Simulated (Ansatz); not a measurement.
# BH7O3Si: the cost of one run

The runs use Ansatz 0.2.0, Gaussian basis; PBE0-D4, def2-SVP first, then def2-TZVP.

152 further runs of the same task are left out: 152 set aside as unsound or not needed. Runs told in other sessions of the task aren't counted.

### 1 Starting geometry

The guess: 12 atoms, charge 0, spin multiplicity 1.

Atoms are counted from 1 here; the program's logs count them from 0.

Bond lengths: B1–Si2 2.166 Å, B1–O3 1.389 Å, B1–O4 1.386 Å, Si2–H7 1.467 Å, Si2–H8 1.465 Å, Si2–H9 1.471 Å, O3–H10 0.957 Å, O4–H11 0.954 Å, O6–H12 0.961 Å. Angles: Si2–B1–O3 104.4°, Si2–B1–O4 112.3°, O3–B1–O4 118.1°, B1–Si2–H7 118.2°, B1–Si2–H8 99.0°, B1–Si2–H9 119.6°, H7–Si2–H8 105.6°, H7–Si2–H9 107.2°, H8–Si2–H9 105.0°, B1–O3–H10 113.8°, B1–O4–H11 115.5°.

Geometry (Å):

```csv
atom,x (Å),y (Å),z (Å)
B1,-0.20690,-0.56340,0.18920
Si2,0.45650,1.49780,0.15230
O3,-1.58270,-0.48130,0.36540
O4,0.52090,-1.33520,1.08140
H5,0.24890,0.05510,-1.08800
O6,0.09100,-1.16510,-1.41130
H7,-0.35970,2.47620,-0.57510
H8,0.28620,1.81960,1.57100
H9,1.86570,1.80340,-0.13970
H10,-1.93880,-1.15510,0.94410
H11,1.36770,-1.64040,0.76560
H12,-0.74870,-1.31170,-1.85480
```

Distances that are to change: B1–O6 1.74 Å, Si2–H5 1.91 Å, B1–Si2 2.17 Å, H5–O6 1.27 Å.

### 2 Constrained relaxation of the guess

Contents of hold/in.yaml:

```yaml
crystal:
  periodic: [false, false, false]
  atoms:
    - {symbol: B, position_ang: [-0.206900, -0.563400, 0.189200]}
    - {symbol: Si, position_ang: [0.456500, 1.497800, 0.152300]}
    - {symbol: O, position_ang: [-1.582700, -0.481300, 0.365400]}
    - {symbol: O, position_ang: [0.520900, -1.335200, 1.081400]}
    - {symbol: H, position_ang: [0.248900, 0.055100, -1.088000]}
    - {symbol: O, position_ang: [0.091000, -1.165100, -1.411300]}
    - {symbol: H, position_ang: [-0.359700, 2.476200, -0.575100]}
    - {symbol: H, position_ang: [0.286200, 1.819600, 1.571000]}
    - {symbol: H, position_ang: [1.865700, 1.803400, -0.139700]}
    - {symbol: H, position_ang: [-1.938800, -1.155100, 0.944100]}
    - {symbol: H, position_ang: [1.367700, -1.640400, 0.765600]}
    - {symbol: H, position_ang: [-0.748700, -1.311700, -1.854800]}
basis:
  gaussian: {orbitals: def2-SVP}
hamiltonian: {xc: pbe0, dispersion: d4}
relax: {f_tol: 0.04, max_steps: 150, escape_saddle: false, constraints: [{distance: [0, 5]}, {distance: [1, 4]}, {distance: [0, 1]}, {distance: [4, 5]}]}
```

Command:

```console
> ansatz run in.yaml --threads 8 --pin off --events-out ev --progress --plain --max-ram 19148MiB
```

**Question.** How long does this run take on 8 threads of Arm Neoverse V1, shared host?

About 11 s.
